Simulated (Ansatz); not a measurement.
# W (bcc type): the cost of one run

Method: DFT PBE, with the methods named in each step, in Ansatz 0.2.0.

**1. Starting point**

It takes space group Im-3m (No. 229, cubic). The conventional cell has a = 3.183 Å, b = 3.183 Å, c = 3.183 Å, α = 90.00°, β = 90.00°, γ = 90.00°. W (site symmetry m-3m) is surrounded by 8 W at 2.76 Å.

As a file:

```
W
1.0
    -1.59160    1.59160    1.59160
     1.59160   -1.59160    1.59160
     1.59160    1.59160   -1.59160
W
1
Cartesian
  0.0000 0.0000 0.0000
```

Whether this phase is the stable one at these pressures isn't tested.

**2. The reference volume, LAPW**

The input, input.yaml:

```yaml
crystal:
  lattice:
    - [-1.5915965057, 1.5915965057, 1.5915965057]
    - [1.5915965057, -1.5915965057, 1.5915965057]
    - [1.5915965057, 1.5915965057, -1.5915965057]
  atoms:
    - { symbol: W, position: [0.0, 0.0, 0.0] }
kpoints:
  mp_grid: { grid: [19, 19, 19] }
  band_path:
    path:
      - [0.0, 0.0, 0.0]
      - [0.5, -0.5, 0.5]
      - [0.0, 0.0, 0.5]
      - [0.0, 0.0, 0.0]
      - [0.25, 0.25, 0.25]
      - [0.5, -0.5, 0.5]
      - [0.25, 0.25, 0.25]
      - [0.0, 0.0, 0.5]
    npoints: 14
scf:
  occupations: { method: fermi_dirac, width: 0.05 }
hamiltonian:
  xc: pbe
  pseudopotentials: { kind: all_electron, lapw: { basis_error: 0.001 } }
output:
  forces: true
  stress: true
  eigenvalues: true
  populations: true
  dos: { projected: true, de: 0.2, e_range: [-14, 8] }
```

On the command line:

```sh
> ansatz run input.yaml --threads 1 --pin off --max-ram 2048MiB --backend cpu --events-out ev --progress --plain --runs-dir out
```

What time and memory should one allow on 1 thread of Intel Xeon Platinum 8488C (Sapphire Rapids), shared host?

About 24 s, with a peak of 0.51 GiB.
